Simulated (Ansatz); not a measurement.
**AlH7OSi3: a ladder of functionals and wavefunction methods**

An exercise on one series of results from a longer session: the logs are not shown, and one member is left open.

Program: Ansatz 0.2.0, Gaussian basis. Level of theory: functionals in def2-TZVPP, the program's frozen cores in correlated methods. These are calculated values, not measurements.

The runs, in order: LDA (SPW92), PBE-D4, revPBE-D4, BLYP-D4, r2SCAN-D4, B97M-V, PBE0-D4, B3LYP-D4, r2SCANh-D4, r2SCAN0-D4, HSE06-D4, BHLYP-D4, CAM-B3LYP-D4, LC-ωPBE, ωB97X-V, ωB97M-V, B2PLYP, PBE-QIDH; CCSD(T)/def2-SVP; CCSD(T)/def2-TZVPP; MP2/def2-QZVPP; extrapolation to the limit; RPA on PBE.

## The relaxed structure

All runs share one geometry, relaxed beforehand with PBE0-D4 in a triple-zeta def2 set.

12 atoms, charge 0, spin multiplicity 1.

Atoms are counted from 1 here; the program's logs count them from 0.

Bond lengths: O1–Si2 1.659 Å, O1–H6 0.958 Å, Si2–Si3 2.311 Å, Si2–Al4 2.437 Å, Si2–H7 1.497 Å, Si3–Al4 2.331 Å, Si3–H8 1.500 Å, Si3–H9 1.589 Å, Al4–Si5 2.456 Å, Si5–H10 1.490 Å, Si5–H11 1.490 Å, Si5–H12 1.490 Å. Angles: Si2–O1–H6 116.2°, O1–Si2–Si3 117.0°, O1–Si2–Al4 115.3°, O1–Si2–H7 107.1°, Si3–Si2–Al4 58.7°, Si3–Si2–H7 122.5°, Al4–Si2–H7 129.3°, Si2–Si3–Al4 63.3°, Si2–Si3–H8 142.6°, Si2–Si3–H9 81.0°, Al4–Si3–H8 150.4°, Al4–Si3–H9 56.3°, H8–Si3–H9 105.8°, Si2–Al4–Si3 57.9°, Si2–Al4–Si5 156.3°, Si3–Al4–Si5 144.1°, Al4–Si5–H10 111.9°, Al4–Si5–H11 109.9° and more.

The first run:

in.yaml reads:

```yaml
crystal:
  periodic: [false, false, false]
  atoms:
    - {symbol: O, position_ang: [-2.150925, 1.707411, 1.465809]}
    - {symbol: Si, position_ang: [-0.678723, 0.948969, 1.566247]}
    - {symbol: Si, position_ang: [-0.667074, -1.352919, 1.365869]}
    - {symbol: Al, position_ang: [0.075953, -0.138478, -0.479670]}
    - {symbol: Si, position_ang: [1.233237, -0.310399, -2.639414]}
    - {symbol: H, position_ang: [-2.445555, 2.165978, 2.254022]}
    - {symbol: H, position_ang: [0.119476, 1.670742, 2.606952]}
    - {symbol: H, position_ang: [-0.695083, -2.619451, 2.168673]}
    - {symbol: H, position_ang: [0.865770, -1.069827, 1.055410]}
    - {symbol: H, position_ang: [2.198327, 0.805820, -2.842826]}
    - {symbol: H, position_ang: [0.242469, -0.266782, -3.751673]}
    - {symbol: H, position_ang: [1.979028, -1.596267, -2.735297]}
basis:
  gaussian: {orbitals: def2-TZVPP}
hamiltonian: {xc: lda}
output: {orbitals: {seedname: orbitals}}
```

The run is started by

```console
> ansatz run in.yaml --threads 4 --pin off --events-out ev --progress --plain --max-ram 10444MiB
```

Steps of the session up to this table: LDA; PBE-D4 (GGA); revPBE-D4 (GGA); BLYP-D4 (GGA); r2SCAN-D4 (meta-GGA); B97M-V (meta-GGA); B3LYP-D4 (hybrid); r2SCANh-D4 (hybrid); r2SCAN0-D4 (hybrid); HSE06-D4 (hybrid); BHLYP-D4 (hybrid); CAM-B3LYP-D4 (range-separated); LC-ωPBE (range-separated); ωB97X-V (range-separated); ωB97M-V (range-separated); B2PLYP (double hybrid); PBE-QIDH (double hybrid).

One table of the session follows, with a row left open; its other results are not shown here.

It belongs to the step «Orbital energies across the functionals». 

| functional | HOMO (eV) | LUMO (eV) | gap (eV) |
| --- | --- | --- | --- |
| LDA (SPW92) | -5.42 | -2.60 | 2.82 |
| PBE-D4 | -5.31 | -2.42 | 2.89 |
| revPBE-D4 | -5.26 | -2.34 | 2.93 |
| BLYP-D4 | ? | ? | ? |
| r2SCAN-D4 | -5.48 | -2.26 | 3.22 |
| B97M-V | -5.55 | -2.30 | 3.25 |
| PBE0-D4 | -6.21 | -1.69 | 4.52 |
| B3LYP-D4 | -6.01 | -1.80 | 4.21 |
| r2SCANh-D4 | -5.81 | -2.00 | 3.82 |
| r2SCAN0-D4 | -6.32 | -1.61 | 4.71 |
| HSE06-D4 | -5.83 | -2.06 | 3.77 |
| BHLYP-D4 | -6.97 | -0.81 | 6.16 |
| CAM-B3LYP-D4 | -7.29 | -0.65 | 6.64 |
| LC-ωPBE | -8.50 | 0.29 | 8.79 |
| ωB97X-V | -8.22 | 0.23 | 8.44 |
| ωB97M-V | -7.99 | -0.01 | 7.97 |

Estimate the missing values for BLYP-D4.

Worked estimate for «HOMO (eV)». Against the share of exact exchange, B3LYP-D4 (0.2, -6.01), BHLYP-D4 (0.5, -6.97) give a slope of -3.20 per unit share; at 0 the line stands at -5.37.

**Answer.** HOMO (eV): -5.13; LUMO (eV): -2.22; gap (eV): 2.91. In «HOMO (eV)» the line misses by -0.24.
